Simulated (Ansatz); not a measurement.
**C7H8ClGa: one species, many methods**

The task here is to estimate one member of a computed series from the others.

Method: functionals in def2-TZVPP, the program's frozen cores in correlated methods; program: Ansatz 0.2.0, Gaussian basis.

The runs, in order: LDA (SPW92), PBE-D4, revPBE-D4, BLYP-D4, r2SCAN-D4, B97M-V, PBE0-D4, B3LYP-D4, r2SCANh-D4, r2SCAN0-D4, HSE06-D4, BHLYP-D4, CAM-B3LYP-D4, LC-ωPBE, ωB97X-V, ωB97M-V, B2PLYP, PBE-QIDH; CCSD(T)/def2-SVP; CCSD(T)/def2-TZVPP; MP2/def2-QZVPP; extrapolation to the limit.

1 further run of the same task is left out (set aside as unsound or not needed).

## The relaxed structure

An earlier PBE0-D4 in a triple-zeta def2 set relaxation fixed the geometry.

SMILES `[CH3][Ga]([Cl])[c]1ccccc1`, 17 atoms, charge 0, spin multiplicity 1.

Atoms are counted from 1 here; the program's logs count them from 0.

Bond lengths: C1–Ga2 1.954 Å, C1–H10 1.092 Å, C1–H11 1.093 Å, C1–H12 1.089 Å, Ga2–Cl3 2.169 Å, Ga2–C4 1.943 Å, C4–C5 1.397 Å, C4–C9 1.396 Å, C5–C6 1.387 Å, C5–H13 1.086 Å, C6–C7 1.387 Å, C6–H14 1.084 Å, C7–C8 1.388 Å, C7–H15 1.084 Å, C8–C9 1.386 Å, C8–H16 1.084 Å, C9–H17 1.085 Å. Angles: Ga2–C1–H10 110.4°, Ga2–C1–H11 110.2°, Ga2–C1–H12 110.6°, H10–C1–H11 107.6°, H10–C1–H12 109.0°, H11–C1–H12 108.9°, C1–Ga2–Cl3 116.6°, C1–Ga2–C4 129.8°, Cl3–Ga2–C4 113.6°, Ga2–C4–C5 120.3°, Ga2–C4–C9 121.2°, C5–C4–C9 118.5°, C4–C5–C6 120.9°, C4–C5–H13 120.2°, C6–C5–H13 118.9°, C5–C6–C7 119.8°, C5–C6–H14 120.1°, C7–C6–H14 120.1° and more.

The first run:

Input file in.yaml:

```yaml
crystal:
  periodic: [false, false, false]
  atoms:
    - {symbol: C, position_ang: [3.039082, -0.568178, -1.407683]}
    - {symbol: Ga, position_ang: [1.852859, -0.586950, 0.144773]}
    - {symbol: Cl, position_ang: [2.705056, -1.291653, 2.010137]}
    - {symbol: C, position_ang: [-0.013492, -0.065194, 0.290837]}
    - {symbol: C, position_ang: [-0.702119, 0.412131, -0.826895]}
    - {symbol: C, position_ang: [-2.034102, 0.787898, -0.736411]}
    - {symbol: C, position_ang: [-2.696847, 0.690048, 0.478362]}
    - {symbol: C, position_ang: [-2.028238, 0.217678, 1.599084]}
    - {symbol: C, position_ang: [-0.696687, -0.156803, 1.504767]}
    - {symbol: H, position_ang: [3.100658, 0.438261, -1.828009]}
    - {symbol: H, position_ang: [2.652388, -1.229399, -2.186787]}
    - {symbol: H, position_ang: [4.039370, -0.898129, -1.129491]}
    - {symbol: H, position_ang: [-0.197256, 0.494408, -1.785270]}
    - {symbol: H, position_ang: [-2.555919, 1.156897, -1.612339]}
    - {symbol: H, position_ang: [-3.738254, 0.982938, 0.552015]}
    - {symbol: H, position_ang: [-2.547104, 0.141493, 2.548127]}
    - {symbol: H, position_ang: [-0.179395, -0.525454, 2.384773]}
basis:
  gaussian: {orbitals: def2-TZVPP}
hamiltonian: {xc: lda}
output: {orbitals: {seedname: orbitals}}
```

Command:

```
$ ansatz run in.yaml --threads 2 --pin off --events-out ev --progress --plain --max-ram 32768MiB --backend cuda --devices 0, --max-vram 18GiB
```

Among the steps run: LDA; PBE-D4 (GGA); revPBE-D4 (GGA); BLYP-D4 (GGA); r2SCAN-D4 (meta-GGA); B97M-V (meta-GGA); PBE0-D4 (hybrid); B3LYP-D4 (hybrid); r2SCANh-D4 (hybrid); r2SCAN0-D4 (hybrid); HSE06-D4 (hybrid); BHLYP-D4 (hybrid); CAM-B3LYP-D4 (range-separated); LC-ωPBE (range-separated); ωB97X-V (range-separated); ωB97M-V (range-separated); B2PLYP (double hybrid); PBE-QIDH (double hybrid).

One table of the session follows, with a row left open; its other results are not shown here.

It belongs to the step «Orbital energies across the functionals». 

| functional | HOMO (eV) | LUMO (eV) | gap (eV) |
| --- | --- | --- | --- |
| LDA (SPW92) | -6.75 | -2.51 | 4.24 |
| PBE-D4 | -6.54 | -2.24 | 4.31 |
| revPBE-D4 | -6.46 | -2.12 | 4.34 |
| BLYP-D4 | ? | ? | ? |
| r2SCAN-D4 | -6.72 | -2.09 | 4.63 |
| B97M-V | -6.66 | -2.11 | 4.55 |
| PBE0-D4 | -7.51 | -1.45 | 6.06 |
| B3LYP-D4 | -7.29 | -1.66 | 5.63 |
| r2SCANh-D4 | -7.09 | -1.80 | 5.29 |
| r2SCAN0-D4 | -7.64 | -1.37 | 6.27 |
| HSE06-D4 | -7.12 | -1.82 | 5.30 |
| BHLYP-D4 | -8.27 | -0.60 | 7.67 |
| CAM-B3LYP-D4 | -8.71 | -0.50 | 8.21 |
| LC-ωPBE | -10.02 | 0.55 | 10.57 |
| ωB97X-V | -9.67 | 0.47 | 10.14 |
| ωB97M-V | -9.60 | 0.33 | 9.93 |

**Question.** Estimate the row for BLYP-D4.

Worked estimate for «HOMO (eV)». Against the share of exact exchange, B3LYP-D4 (0.2, -7.29), BHLYP-D4 (0.5, -8.27) give a slope of -3.27 per unit share; at 0 the line stands at -6.64.

**Answer.** HOMO (eV): -6.34; LUMO (eV): -2.11; gap (eV): 4.23. In «HOMO (eV)» the line misses by -0.30.
